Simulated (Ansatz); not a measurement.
# LaNb4O: the cost of one run

Method: DFT PBE, scalar-relativistic, plane waves, PAW, in Ansatz 0.2.0.

1 further run of the same task is left out (set aside as unsound or not needed).

## (1) The system as given

It takes space group P4/mmm (No. 123, tetragonal). Conventional cell: a = 3.948 Å, b = 3.948 Å, c = 7.962 Å, α = 90.00°, β = 90.00°, γ = 90.00°. La (site symmetry 4/mmm) has 8 Nb at 3.31 Å as nearest neighbours. Around Nb (site symmetry 2mm) lie 2 O at 2.37 Å and 1 Nb at 2.64 Å. O (site symmetry 4/mmm) is surrounded by 8 Nb at 2.37 Å.

As a file:

```
La Nb O
1.0
     3.94816    0.00000    0.00000
     0.00000    3.94816    0.00000
     0.00000    0.00000    7.96162
La Nb O
1 4 1
Cartesian
  0.0000 0.0000 0.0000
  1.9741 0.0000 5.2989
  0.0000 1.9741 2.6627
  1.9741 0.0000 2.6627
  0.0000 1.9741 5.2989
  1.9741 1.9741 3.9808
```

It is the end of an earlier relaxation with the same method, from a database cell with other species swapped in; it needn't be the stable form of this composition. At a tolerance of 0.05 Å it has space group P4/mmm (No. 123); it has 20.68 Å³/atom, an uncorrected energy of +0.23 eV/atom over the elements.

## (2) Bands, states and charges

Contents of input.yaml:

```yaml
crystal:
  lattice:
    - [3.948164789, 0.0, 0.0]
    - [0.0, 3.948164789, 0.0]
    - [0.0, 0.0, 7.9616170157]
  atoms:
    - { symbol: La, position: [0.0, 0.0, 0.0] }
    - { symbol: Nb, position: [0.5, 0.0, 0.6655567382] }
    - { symbol: Nb, position: [0.0, 0.5, 0.3344432618] }
    - { symbol: Nb, position: [0.5, 0.0, 0.3344432618] }
    - { symbol: Nb, position: [0.0, 0.5, 0.6655567382] }
    - { symbol: O, position: [0.5, 0.5, 0.5] }
basis:
  ecutwfc: 420
kpoints:
  mp_grid: { grid: [10, 10, 6] }
  band_path:
    path:
      - [[0.0, 0.0, 0.0], [0.0, 0.5, 0.0], [0.5, 0.5, 0.0], [0.0, 0.0, 0.0], [0.0, 0.0, 0.5], [0.0, 0.5, 0.5], [0.5, 0.5, 0.5], [0.0, 0.0, 0.5]]
      - [[0.0, 0.5, 0.0], [0.0, 0.5, 0.5]]
      - [[0.5, 0.5, 0.0], [0.5, 0.5, 0.5]]
    npoints: 14
hamiltonian:
  xc: pbe
scf:
  occupations: { method: gaussian, width: 0.1 }
  n_extra_bands: 15
output:
  forces: true
  stress: true
  eigenvalues: true
  populations: true
  dos: { projected: true, de: 0.02, nscf_kmesh: { grid: [12, 12, 8] } }
  bader: true
  write_density: true
  write_potential: true
  elf: true
  volumetric_format: npy
```

Started as:

```bash
ansatz run input.yaml --threads 1 --pin off --max-ram 2560MiB --backend cpu --events-out ev --progress --plain --runs-dir out
```

What time and memory should one allow on 1 thread of Arm Neoverse V2, shared host?

About 1.7 min, with a peak of 0.8 GiB.
